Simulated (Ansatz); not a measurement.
**LuHg (CsCl type): a single-point run**

The task is a single-point run on LuHg (CsCl type). The structure is shown as the input types it.

Method: DFT PBEsol, scalar-relativistic, plane waves, PAW, in Ansatz 0.2.0.

## (1) The starting structure

Symmetry: Pm-3m, No. 221, cubic system. The conventional cell has a = 3.588 Å, b = 3.588 Å, c = 3.588 Å, α = 90.00°, β = 90.00°, γ = 90.00°. Lu (site symmetry m-3m) is surrounded by 8 Hg at 3.11 Å. Hg (site symmetry m-3m) is surrounded by 8 Lu at 3.11 Å.

The input asks for a charge of +0.5 e on the cell.

Structure file:

```cif
data_structure
_symmetry_space_group_name_H-M 'Pm-3m'
_symmetry_Int_Tables_number 221
_cell_length_a 3.5883
_cell_length_b 3.5883
_cell_length_c 3.5883
_cell_angle_alpha 90.000
_cell_angle_beta 90.000
_cell_angle_gamma 90.000
_cell_volume 46.20
loop_
_atom_site_label
_atom_site_type_symbol
_atom_site_symmetry_multiplicity
_atom_site_Wyckoff_symbol
_atom_site_fract_x
_atom_site_fract_y
_atom_site_fract_z
_atom_site_occupancy
Lu1 Lu 1 a 0.00000 0.00000 0.00000 1
Hg1 Hg 1 b 0.50000 0.50000 0.50000 1
```

## (2) Running it

input.yaml

```yaml
crystal:
  lattice:
    - [3.5882905736, 0.0, 0.0]
    - [0.0, 3.5882905736, 0.0]
    - [0.0, 0.0, 3.5882905736]
  atoms:
    - { symbol: Lu, position: [0.0, 0.0, 0.0] }
    - { symbol: Hg, position: [0.5, 0.5, 0.5] }
basis:
  ecutwfc: 420
  ecutrho_ratio: 4
kpoints:
  mp_grid: { grid: [8, 8, 8] }
hamiltonian:
  xc: pbesol
scf:
  occupations: { method: gaussian, width: 0.05 }
  max_iter: 80
output:
  forces: true
  stress: true
total_charge: 0.5
```

Command:

```bash
> ansatz run input.yaml --threads 4 --pin off --max-ram 4096MiB --backend cpu --events-out ev --progress --plain --runs-dir out
```

Q: Will this input give a usable result? If not, why, and what should change?

This run ends as converged. That alone doesn't make the input a sound one.

The suspect setting: total_charge is 0.5. The typed charge changes the electron count, so this is no longer the system that was meant.

The test: delete total_charge (the default then holds).
